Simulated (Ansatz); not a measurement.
**GeH5 (doublet): wave-function methods side by side at distance Ge1–H5 along a hydrogen transfer = 1.760 Å, cc-pVTZ**

One table from this session's results is given with a row withheld; the runs are named, their logs left out.

Program: Ansatz 0.2.0, Gaussian basis. Level of theory: cc-pVTZ, core rule «outside noble gas», up to 14 orbitals frozen. These are calculated values, not measurements.

The runs, in order: UHF; CCSD(T) on ROHF; CCSD(T) on UHF; BCCD(T) on ROHF; CISD; CCSDT(Q) on ROHF; CCSDT(Q) on UHF; CASSCF and NEVPT2, 3 electrons in 3 orbitals; CASSCF and NEVPT2, 9 electrons in 9 orbitals.

**What is computed**

The geometry derives from fragments relaxed apart (PBE0/def2-TZVP) and kept rigid, so it is no stationary point. A hydrogen atom is moved between rigid fragments. No spin-orbit coupling is included. The filled d shell of Ge may be among the frozen orbitals whatever the setting's name suggests; the logs give the count.

6 atoms, charge 0, spin multiplicity 2.

Atoms are counted from 1 here; the program's logs count them from 0.

Bond lengths: Ge1–H2 1.534 Å, Ge1–H3 1.534 Å, Ge1–H4 1.534 Å, Ge1–H5 1.760 Å, H5–H6 0.835 Å. Angles: H2–Ge1–H3 109.5°, H2–Ge1–H4 109.5°, H2–Ge1–H5 109.5°, H3–Ge1–H4 109.5°, H3–Ge1–H5 109.5°, H4–Ge1–H5 109.5°, Ge1–H5–H6 180.0°.

The first run:

in.yaml

```yaml
crystal:
  periodic: [false, false, false]
  atoms:
    - {symbol: Ge, position_ang: [-0.036600, 0.000000, 0.000000]}
    - {symbol: H, position_ang: [-0.548050, 1.446599, 0.000000]}
    - {symbol: H, position_ang: [-0.548049, -0.723300, 1.252791]}
    - {symbol: H, position_ang: [-0.548050, -0.723299, -1.252792]}
    - {symbol: H, position_ang: [1.723400, 0.000000, 0.000000]}
    - {symbol: H, position_ang: [2.558400, 0.000000, 0.000000]}
basis:
  gaussian: {orbitals: cc-pVTZ}
magnetization: {spin_polarized: true, initial_magnetization: 1}
hamiltonian: {xc: hf}
output: {orbitals: {seedname: orbitals}}
```

Started as:

```console
> ansatz run in.yaml --threads 1 --pin off --events-out ev --progress --plain --max-ram 5632MiB --backend cpu
```

Steps of the session up to this table: UHF; CCSD(T) on ROHF; CCSD(T) on UHF; BCCD(T) on ROHF; CISD; CCSDT(Q) on ROHF; CCSDT(Q) on UHF; CASSCF and NEVPT2, 3 electrons in 3 orbitals; CASSCF and NEVPT2, 9 electrons in 9 orbitals.

One table of the session follows, with a row left open; its other results are not shown here.

```
        method  from UCCSDT(Q) (kcal/mol)
          ROHF                    +123.44
           UHF                    +119.61
          RMP2                     +23.62
          UMP2                     +23.93
          CISD                     +10.66
         RCCSD                      +3.46
         UCCSD                      +3.34
      RCCSD(T)                      +0.66
      UCCSD(T)                      +0.60
       BCCD(T)                      +0.67
        RCCSDT                          ?
        UCCSDT                      +0.07
     RCCSDT(Q)                      +0.09
     UCCSDT(Q)                          0
   CASSCF pair                    +110.32
   NEVPT2 pair                     +23.59
CASSCF valence                     +81.55
NEVPT2 valence                     +22.44
```

Estimate the missing values for RCCSDT.

The run gave: from UCCSDT(Q) (kcal/mol): +0.16. In the column «from UCCSDT(Q) (kcal/mol)» it lies between RCCSDT(Q) (+0.09) and UCCSD(T) (+0.60).

Limits of these values: Restricted and unrestricted rows rest on different reference determinants; where their highest levels disagree by more than a few hundredths of an eV, they describe different states and don't form one ladder.
